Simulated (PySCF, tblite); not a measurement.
# C7H6NO radical: geometry, infrared bands and EPR parameters

Aim: predict the infrared bands and EPR parameters of C7H6NO radical (`[c]1cncc2c1COC2`).

Programs: tblite 0.8.0 and PySCF 2.14.0, with density-fitted response routines of our own. Each step states its level of theory. These are calculated values for one molecule in the gas phase, unless marked as measured. Atoms count from 0, in the outputs and in this text.

**1. The starting structure**

15 atoms, charge 0, multiplicity 2; geometry from: force field or distance geometry start.

Bonds of the start (Å): C0–C1 1.39, C1–N2 1.35, N2–C3 1.37, C3–C4 1.40, C4–C5 1.40, C5–C6 1.49, C6–O7 1.41, O7–C8 1.36, C5–C0 1.39, C8–C4 1.48, C1–H9 1.08, C3–H10 1.07, C6–H11 1.12, C6–H12 1.11, C8–H13 1.11, C8–H14 1.12.

**2. Optimising the geometry with GFN2-xTB**

What the job is given:

```
{"job": {"kind": "relax", "xc": "GFN2-xTB", "basis": "xTB"}, "charge": 0, "multiplicity": 2}
C      1.115200    -1.529300    -0.387800
C      2.334500    -0.858300    -0.446300
N      2.382200     0.475000    -0.228700
C      1.257400     1.216400     0.011300
C      0.010100     0.582600     0.084800
C     -0.044000    -0.800000    -0.134300
C     -1.489400    -1.117800    -0.005400
O     -2.151300     0.121200    -0.165300
C     -1.349100     1.105300     0.329400
H      3.233400    -1.435500    -0.632500
H      1.325400     2.274500     0.175500
H     -1.822400    -1.712600    -0.896200
H     -1.728300    -1.588800     0.967200
H     -1.513500     2.106100    -0.118400
H     -1.564600     1.169100     1.424900
```

The run is started by

```
OMP_NUM_THREADS=1 python probes_run.py task.json out
```

The driver reads the jobs from task.json and runs them one after another.

**Question.** This job is followed by: GFN2-xTB harmonic vibrations, gas phase; UKS B3LYP, pcH-1 on C H N O, non-relativistic, mean-field spin-orbit, GIAO. What will the session give for the following? strongest single infrared mode (GFN2-xTB); zero-point energy (GFN2-xTB); g(iso) (B3LYP); ⟨S²⟩; largest a(iso) (averaged by class); surface potential, 1st and 99th percentile.

**Answer**, as computed:

| quantity | value |
| --- | --- |
| strongest single infrared mode (GFN2-xTB) | 1058 cm⁻¹, 54 km/mol |
| zero-point energy (GFN2-xTB) | 69.7 kcal/mol |
| g(iso) (B3LYP) | 2.00247 |
| ⟨S²⟩ | 0.757 (exact 0.75) |
| largest a(iso) (averaged by class) | 13C on C0, 380.0 MHz |
| surface potential, 1st and 99th percentile | -1.49 V and 1.13 V |

In words: The optimisation took 48 steps and gained 0.425 eV; among the close pairs (by a distance rule), O7–C8 changed most, from 1.363 to 1.421 Å. All 39 modes are real, so the xTB geometry is a minimum. The strongest single mode, at 1058 cm⁻¹, has its largest shares on O7, C8 and C6 (the list is cut at 3 atoms). GFN2-xTB is a fitted tight-binding method: band positions and strengths are rough. Its intensities can rank the bands wrongly. Most of the unpaired spin sits on C0 (0.96 e). The isotropic g lies 0.2 ppt above the free-electron value.
